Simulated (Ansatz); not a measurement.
# CH₃Au (SMILES [CH3][Au]): one structure at several levels

One table from this session's results is given with a row withheld; the runs are named, their logs left out.

Computed with Ansatz 0.2.0, Gaussian basis. Level: single points in def2-TZVPP.

Correlated methods freeze the cores. Filled d shells of the heavier atoms are correlated. Core potentials replace the inner electrons past krypton, and spin-orbit coupling is left out.

## The system as given

SMILES `[CH3][Au]`, 5 atoms, charge 0, spin multiplicity 1.

Atoms are counted from 1 here; the program's logs count them from 0.

Bond lengths: C1–Au2 2.111 Å, C1–H3 1.070 Å, C1–H4 1.120 Å, C1–H5 1.196 Å. Angles: Au2–C1–H3 117.6°, Au2–C1–H4 103.6°, Au2–C1–H5 113.2°, H3–C1–H4 113.7°, H3–C1–H5 113.6°, H4–C1–H5 91.6°.

As a file:

```xyz
5
charge 0, multiplicity 1
C    -0.21710   -0.01290   -0.02130
Au    1.76870   -0.45700    0.54200
H    -1.00500   -0.51740    0.49800
H    -0.22260   -0.18700   -1.12800
H    -0.41450    1.15760   -0.17150
```

Set-up of the first run:

run/in.yaml

```yaml
crystal:
  periodic: [false, false, false]
  atoms:
    - {symbol: C, position_ang: [-0.217100, -0.012900, -0.021300]}
    - {symbol: Au, position_ang: [1.768700, -0.457000, 0.542000]}
    - {symbol: H, position_ang: [-1.005000, -0.517400, 0.498000]}
    - {symbol: H, position_ang: [-0.222600, -0.187000, -1.128000]}
    - {symbol: H, position_ang: [-0.414500, 1.157600, -0.171500]}
basis:
  gaussian: {orbitals: def2-TZVPP}
correlation: {method: ccsd_t}
output: {forces: true}
```

The command line of these runs was not kept.

Among the steps run: CCSD(T)/def2-TZVPP; PBE0-D4/def2-TZVPP; wB97M-V/def2-TZVPP; r2SCAN-D4/def2-TZVPP; PBE-D4/def2-TZVPP; LC-wPBE/def2-TZVPP; B97M-V/def2-TZVPP.

One of the session's tables, all rows but one given; the rest of the session is left out.

```
   method  RMS force component (eV/Å)  angle to CCSD(T) forces (°)  dipole (D)
  CCSD(T)                       1.381                    reference        0.68
  PBE0-D4                           ?                            ?           ?
  wB97M-V                       1.372                          3.7        1.15
r2SCAN-D4                       1.395                          0.8        0.38
   PBE-D4                       1.322                          4.6        0.29
  LC-wPBE                       1.426                          4.0        1.40
   B97M-V                       1.391                          7.2        0.58
```

**Question.** Estimate the row for PBE0-D4.

The run gave: RMS force component (eV/Å): 1.396; angle to CCSD(T) forces (°): 1.5; dipole (D): 0.68. In the column «RMS force component (eV/Å)» it lies between r2SCAN-D4 (1.395) and LC-wPBE (1.426).
